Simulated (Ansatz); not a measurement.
Born–Oppenheimer molecular dynamics of a periodic cell of 16 atoms, Li (start crystal Li, start structure bcc, volume 1.15 times the crystal's). It starts from a structure without forces on its atoms.

These are results of DFT PBEsol, scalar-relativistic, plane waves, PAW (Ansatz), not measurements. Settings: cutoff 420 eV, k mesh 2x2x2, fermi-dirac smearing 0.16 eV, no spin polarisation.

```yaml
ensemble: NVT, Langevin thermostat
time_step: 1 fs
steps_asked: 120
set_temperature: 1800 K
friction: 0.02 /fs
seed: 430115
```

Frames 2 fs apart, positions in Å.

Velocities at 40.0 fs (Å/ps):

```
Li -6.79 -20.20 6.45
Li 1.57 -22.32 -23.20
Li -20.54 16.32 -0.69
Li -1.59 -13.29 -26.81
Li -7.44 -1.46 14.76
Li -1.23 -19.66 0.53
Li -14.62 12.26 18.50
Li 9.61 8.60 7.44
Li -3.69 6.60 15.36
Li 1.45 -9.57 0.26
Li 14.99 -0.42 5.87
Li 2.90 6.93 -10.73
Li 0.05 5.98 8.89
Li -0.14 -6.33 -15.99
Li -5.78 -20.67 14.66
Li -9.47 -5.95 -10.33
```

```xyz
16
Lattice="7.3129 0.0000 0.0000 0.0000 7.3129 0.0000 0.0000 0.0000 7.3129" Properties=species:S:1:pos:R:3 time_fs=40.0 energy_less_start_eV=2.219 T=1191
Li -0.242 -0.133 0.074
Li 3.786 0.018 -0.089
Li -1.006 4.399 0.006
Li 0.042 -0.339 3.598
Li 2.412 1.142 1.785
Li 3.739 3.086 0.112
Li 3.794 0.240 3.840
Li 5.686 1.945 1.633
Li -0.336 3.585 3.249
Li 1.744 5.278 1.463
Li 1.985 1.796 5.690
Li 3.291 4.250 3.421
Li 5.457 6.028 1.900
Li 5.954 1.199 5.601
Li 1.976 4.561 5.383
Li 5.376 5.941 5.286
16
Lattice="7.3129 0.0000 0.0000 0.0000 7.3129 0.0000 0.0000 0.0000 7.3129" Properties=species:S:1:pos:R:3 time_fs=42.0 energy_less_start_eV=2.214 T=1184
Li -0.252 -0.178 0.089
Li 3.792 -0.037 -0.134
Li -1.045 4.433 0.007
Li 0.042 -0.370 3.542
Li 2.388 1.130 1.810
Li 3.736 3.054 0.122
Li 3.756 0.262 3.876
Li 5.701 1.955 1.644
Li -0.344 3.596 3.280
Li 1.746 5.259 1.468
Li 2.015 1.788 5.706
Li 3.306 4.260 3.404
Li 5.451 6.044 1.914
Li 5.954 1.191 5.574
Li 1.969 4.530 5.409
Li 5.363 5.929 5.271
16
Lattice="7.3129 0.0000 0.0000 0.0000 7.3129 0.0000 0.0000 0.0000 7.3129" Properties=species:S:1:pos:R:3 time_fs=44.0 energy_less_start_eV=2.187 T=1171
Li -0.255 -0.221 0.120
Li 3.804 -0.101 -0.176
Li -1.076 4.469 0.007
Li 0.054 -0.389 3.492
Li 2.366 1.108 1.829
Li 3.731 3.034 0.141
Li 3.709 0.287 3.904
Li 5.710 1.953 1.655
Li -0.346 3.604 3.312
Li 1.748 5.241 1.480
Li 2.041 1.774 5.718
Li 3.329 4.263 3.396
Li 5.437 6.064 1.928
Li 5.947 1.193 5.542
Li 1.957 4.509 5.435
Li 5.360 5.911 5.260
16
Lattice="7.3129 0.0000 0.0000 0.0000 7.3129 0.0000 0.0000 0.0000 7.3129" Properties=species:S:1:pos:R:3 time_fs=46.0 energy_less_start_eV=2.166 T=1127
Li -0.247 -0.255 0.150
Li 3.822 -0.164 -0.213
Li -1.110 4.502 0.002
Li 0.074 -0.410 3.441
Li 2.348 1.081 1.845
Li 3.726 3.015 0.153
Li 3.664 0.310 3.927
Li 5.713 1.946 1.665
Li -0.352 3.615 3.337
Li 1.751 5.220 1.494
Li 2.057 1.759 5.719
Li 3.354 4.266 3.387
Li 5.426 6.095 1.947
Li 5.933 1.201 5.509
Li 1.939 4.495 5.460
Li 5.362 5.882 5.260
16
Lattice="7.3129 0.0000 0.0000 0.0000 7.3129 0.0000 0.0000 0.0000 7.3129" Properties=species:S:1:pos:R:3 time_fs=48.0 energy_less_start_eV=2.138 T=1175
Li -0.230 -0.283 0.183
Li 3.840 -0.219 -0.251
Li -1.141 4.529 0.003
Li 0.102 -0.419 3.400
Li 2.321 1.057 1.859
Li 3.723 2.992 0.159
Li 3.631 0.327 3.957
Li 5.706 1.936 1.664
Li -0.358 3.626 3.370
Li 1.748 5.204 1.506
Li 2.064 1.756 5.723
Li 3.389 4.263 3.372
Li 5.420 6.138 1.971
Li 5.917 1.211 5.477
Li 1.918 4.494 5.491
Li 5.358 5.849 5.275
16
Lattice="7.3129 0.0000 0.0000 0.0000 7.3129 0.0000 0.0000 0.0000 7.3129" Properties=species:S:1:pos:R:3 time_fs=50.0 energy_less_start_eV=2.120 T=1226
Li -0.213 -0.304 0.206
Li 3.867 -0.256 -0.287
Li -1.168 4.559 0.014
Li 0.127 -0.414 3.366
Li 2.285 1.045 1.872
Li 3.731 2.976 0.159
Li 3.605 0.354 3.990
Li 5.695 1.924 1.659
Li -0.384 3.638 3.408
Li 1.740 5.191 1.512
Li 2.063 1.763 5.717
Li 3.425 4.247 3.342
Li 5.410 6.188 2.001
Li 5.889 1.219 5.445
Li 1.900 4.499 5.527
Li 5.346 5.814 5.289
16
Lattice="7.3129 0.0000 0.0000 0.0000 7.3129 0.0000 0.0000 0.0000 7.3129" Properties=species:S:1:pos:R:3 time_fs=52.0 energy_less_start_eV=2.140 T=1202
Li -0.192 -0.324 0.224
Li 3.902 -0.287 -0.319
Li -1.182 4.591 0.027
Li 0.152 -0.399 3.327
Li 2.255 1.050 1.882
Li 3.745 2.976 0.158
Li 3.582 0.389 4.027
Li 5.685 1.904 1.645
Li -0.414 3.650 3.443
Li 1.734 5.176 1.526
Li 2.063 1.768 5.705
Li 3.446 4.231 3.299
Li 5.400 6.236 2.020
Li 5.870 1.217 5.419
Li 1.879 4.510 5.571
Li 5.331 5.771 5.304
16
Lattice="7.3129 0.0000 0.0000 0.0000 7.3129 0.0000 0.0000 0.0000 7.3129" Properties=species:S:1:pos:R:3 time_fs=54.0 energy_less_start_eV=2.182 T=1125
Li -0.173 -0.338 0.228
Li 3.926 -0.312 -0.344
Li -1.195 4.619 0.050
Li 0.173 -0.379 3.284
Li 2.229 1.048 1.899
Li 3.750 2.990 0.161
Li 3.563 0.421 4.058
Li 5.672 1.885 1.617
Li -0.446 3.670 3.484
Li 1.733 5.163 1.536
Li 2.062 1.779 5.690
Li 3.469 4.225 3.250
Li 5.387 6.281 2.040
Li 5.855 1.206 5.398
Li 1.853 4.528 5.614
Li 5.308 5.731 5.313
16
Lattice="7.3129 0.0000 0.0000 0.0000 7.3129 0.0000 0.0000 0.0000 7.3129" Properties=species:S:1:pos:R:3 time_fs=56.0 energy_less_start_eV=2.223 T=1143
Li -0.152 -0.351 0.230
Li 3.937 -0.330 -0.361
Li -1.215 4.632 0.078
Li 0.199 -0.350 3.244
Li 2.206 1.047 1.917
Li 3.756 2.996 0.173
Li 3.559 0.450 4.088
Li 5.665 1.861 1.592
Li -0.468 3.694 3.526
Li 1.739 5.149 1.535
Li 2.072 1.788 5.679
Li 3.489 4.217 3.199
Li 5.368 6.325 2.057
Li 5.850 1.183 5.378
Li 1.818 4.546 5.657
Li 5.279 5.688 5.315
16
Lattice="7.3129 0.0000 0.0000 0.0000 7.3129 0.0000 0.0000 0.0000 7.3129" Properties=species:S:1:pos:R:3 time_fs=58.0 energy_less_start_eV=2.281 T=1384
Li -0.128 -0.357 0.234
Li 3.942 -0.349 -0.381
Li -1.230 4.629 0.103
Li 0.229 -0.309 3.205
Li 2.172 1.042 1.930
Li 3.748 2.996 0.186
Li 3.555 0.485 4.117
Li 5.657 1.838 1.569
Li -0.491 3.723 3.576
Li 1.753 5.141 1.527
Li 2.085 1.798 5.661
Li 3.514 4.213 3.149
Li 5.343 6.366 2.071
Li 5.824 1.162 5.360
Li 1.778 4.564 5.692
Li 5.245 5.652 5.311
16
Lattice="7.3129 0.0000 0.0000 0.0000 7.3129 0.0000 0.0000 0.0000 7.3129" Properties=species:S:1:pos:R:3 time_fs=60.0 energy_less_start_eV=2.340 T=1328
Li -0.103 -0.357 0.247
Li 3.944 -0.348 -0.410
Li -1.238 4.610 0.124
Li 0.258 -0.264 3.178
Li 2.142 1.041 1.942
Li 3.731 2.997 0.191
Li 3.552 0.516 4.124
Li 5.649 1.823 1.542
Li -0.529 3.749 3.630
Li 1.759 5.136 1.518
Li 2.087 1.805 5.630
Li 3.557 4.210 3.096
Li 5.317 6.400 2.085
Li 5.787 1.141 5.347
Li 1.742 4.577 5.718
Li 5.210 5.608 5.309
16
Lattice="7.3129 0.0000 0.0000 0.0000 7.3129 0.0000 0.0000 0.0000 7.3129" Properties=species:S:1:pos:R:3 time_fs=62.0 energy_less_start_eV=2.407 T=1473
Li -0.082 -0.355 0.263
Li 3.933 -0.332 -0.445
Li -1.248 4.589 0.147
Li 0.286 -0.220 3.157
Li 2.106 1.040 1.949
Li 3.728 2.996 0.188
Li 3.547 0.524 4.114
Li 5.647 1.813 1.529
Li -0.571 3.771 3.684
Li 1.755 5.125 1.502
Li 2.090 1.797 5.598
Li 3.599 4.207 3.032
Li 5.297 6.421 2.102
Li 5.745 1.122 5.336
Li 1.698 4.588 5.740
Li 5.167 5.562 5.306
```

Of the whole run (120 fs, mean temperature of the second half 1702 K): A run of 0.12 ps of so small a system gives no equilibrium averages. Limits of this set-up: coarse k mesh.

Run time: 7.3 min on 1 CPU thread of a shared host.
